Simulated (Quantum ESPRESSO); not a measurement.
Crystal: WS2.

```xyz
6
Lattice="3.1800 0.0000 0.0000 -1.5900 2.7540 0.0000 0.0000 0.0000 12.5000" Properties=species:S:1:pos:R:3 pbc="T T T"
W     0.0000    1.8360    3.1250
W     1.5900    0.9180    9.3750
S     0.0000    1.8360    7.7500
S     1.5900    0.9180    1.5000
S     0.0000    1.8360   11.0000
S     1.5900    0.9180    4.7500
```

Base run:

- Program: Quantum ESPRESSO 7.5
- Functional: LDA
- Potentials or basis: PseudoDojo 0.4.1 SR PBE standard
- Cutoff: 1007 eV
- Density cutoff: 4027 eV
- k mesh: 7 × 7 × 2
- Occupations: gaussian, width 0.05 eV
- Spin: collinear spin, ferromagnetic start
- Starting moments: [2.0, 2.0, 0.0, 0.0, 0.0, 0.0] μB
- Hubbard terms: W d U = 3 eV

Its results: band gap on the k mesh 1.10 eV, indirect (least direct gap 2.18 eV); pressure -10.0 GPa; net moment 0.00 μB per cell; largest force 1.314 eV/Å.

**Question.** The run is repeated on the same cell with these changes: functional from LDA to PBEsol. What comes out?

**Answer.** Band gap on the k mesh 1.13 eV, indirect (least direct gap 2.18 eV); pressure -8.0 GPa; net moment 0.00 μB per cell; largest force 1.238 eV/Å.

PBEsol binds less tightly than LDA, so the same cell stands under more pressure.

Caveats: the potentials were made for another functional, which shifts forces and pressure; spin-orbit coupling is left out, which moves the levels of the heavy elements; an odd mesh through Γ misses points on the zone boundary, where band edges often lie; this functional lacks dispersion, which binds the layers, so the pressure and a relaxed spacing across them are unreliable (some runs).
